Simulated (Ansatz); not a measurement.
# GaH3O3: the cost of one run

Method: RKS LDA/def2-SVP, in Ansatz 0.2.0.

### Step 1. Starting point

Bond lengths: Ga1–O2 1.790 Å, O2–H3 1.010 Å, Ga1–O4 1.790 Å, O4–H5 1.010 Å, Ga1–O6 1.790 Å, O6–H7 1.010 Å. Angles: Ga1–O2–H3 109.5°, O2–Ga1–O4 120.0°, O2–Ga1–O6 120.0°, O4–Ga1–O6 120.0°, Ga1–O4–H5 109.5°, Ga1–O6–H7 109.5°.

As a file:

```xyz
7

Ga    0.0000    0.0000    0.0000
O     0.0000    0.0000    1.7900
H    -0.9095   -0.2814    2.1271
O     1.5501    0.0000   -0.8950
H     1.8500   -0.9519   -1.0499
O    -1.5501    0.0000   -0.8950
H    -2.0598   -0.8467   -0.6865
```

### Step 2. Preparing the start

Input file input.yaml:

```yaml
crystal:
  periodic: [false, false, false]
  atoms:
    - { symbol: Ga, position_ang: [0.0, 0.0, 0.0] }
    - { symbol: O, position_ang: [0.0, 0.0, 1.79] }
    - { symbol: H, position_ang: [-0.9095, -0.2814, 2.1271] }
    - { symbol: O, position_ang: [1.5501, 0.0, -0.895] }
    - { symbol: H, position_ang: [1.85, -0.9519, -1.0499] }
    - { symbol: O, position_ang: [-1.5501, 0.0, -0.895] }
    - { symbol: H, position_ang: [-2.0598, -0.8467, -0.6865] }
basis:
  gaussian: { orbitals: def2-SVP }
hamiltonian:
  xc: lda
relax:
  f_tol: 0.02
  max_steps: 40
```

Command:

```console
ansatz run input.yaml --threads 1 --pin off --max-ram 2048MiB --backend cpu --events-out ev --progress --plain --runs-dir out
```

Q: Estimate wall time and peak memory on 1 thread of Arm Neoverse V2, shared host.

About 13 s, with a peak of 0.12 GiB.
